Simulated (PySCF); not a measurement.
# A gas-phase reaction: CH6OSi + Cl2 → CH5ClOSi + ClH

Aim: the reaction energy of `C[SiH2]O` + `ClCl` → `C[SiH](O)Cl` + `Cl`.

Programs: PySCF 2.14.0. All values are calculated, for the isolated system unless a continuum is named. Atoms count from 0, parts from 1.

### Step 1. Starting point

Each species was relaxed by itself at PBE0-D3(BJ)/def2-SVPD.

### Step 2. Reaction energy: wB97M-D3(BJ)/def2-TZVPD

Job settings and geometry (Å):

```
{"job": {"kind": "react", "xc": "wB97M-D3(BJ)", "basis": "def2-TZVPD"}, "charge": 0, "multiplicity": 1}
-1 CH6OSi charge 0 multiplicity 1
C      0.246210     0.271370    -1.106860
Si     0.132980     0.173900     0.758080
O     -0.500520    -1.290620     1.286040
H      0.835000    -0.563890    -1.513200
H     -0.749280     0.253690    -1.575190
H      0.736690     1.211770    -1.403260
H      1.483170     0.233580     1.382610
H     -0.704300     1.309400     1.258470
H     -1.374460    -1.542180     0.981010

-1 Cl2 charge 0 multiplicity 1
Cl     1.014590    -0.004920    -0.011900
Cl    -1.014660     0.007090     0.013050

+1 CH5ClOSi charge 0 multiplicity 1
C      1.032650    -0.461920     0.030190
Si    -0.798670    -0.207750     0.063190
O     -1.096150     1.332490    -0.490130
Cl    -1.734290    -1.591100    -1.192760
H      1.294450    -1.466530     0.390650
H      1.523770     0.282390     0.674650
H      1.417950    -0.345290    -0.992710
H     -1.416730    -0.423870     1.399090
H     -2.006290     1.624950    -0.573180

+1 ClH charge 0 multiplicity 1
Cl     0.644620    -0.006580    -0.010010
H     -0.643400     0.003280     0.010570
```

With the program's defaults for keys left out, this is: wB97M-D3(BJ)/def2-TZVPD reaction energy of separated species, gas phase.

Command:

```bash
OMP_NUM_THREADS=1 python cluster_run.py task.json out
```

One launch serves the whole session: the jobs run in the order shown.

**Question.** The jobs that follow are: PBE0-D3(BJ)/def2-TZVPD reaction energy of separated species, gas phase. Predict: reaction energy (wB97M-D3(BJ)/def2-TZVPD); ΔH, ΔG at 298 K (xTB thermal terms). Thermal terms come from harmonic xTB runs on each species.

The runs gave:

```
                                                quantity                      value
               reaction energy (wB97M-D3(BJ)/def2-TZVPD)            -69.79 kcal/mol
                     ΔH, ΔG at 298 K (xTB thermal terms)      -70.2, -70.1 kcal/mol
range of the reaction energy over the runs of this table  -69.79 to -69.41 kcal/mol
```

The reaction is exothermic by 70.2 kcal/mol in the gas phase; dispersion gives -0.59, and xTB itself gave -38.86 for the electronic energy (xTB energies and thermal terms come from the earlier relaxation of each species, not shown). No barrier was sought. xTB and this level differ widely in the electronic energy, so what comes from xTB (the thermal terms above all) is less safe here. The reaction energy runs from -69.79 (wB97M-D3(BJ)/def2-TZVPD) to -69.41 kcal/mol (PBE0-D3(BJ)/def2-TZVPD).
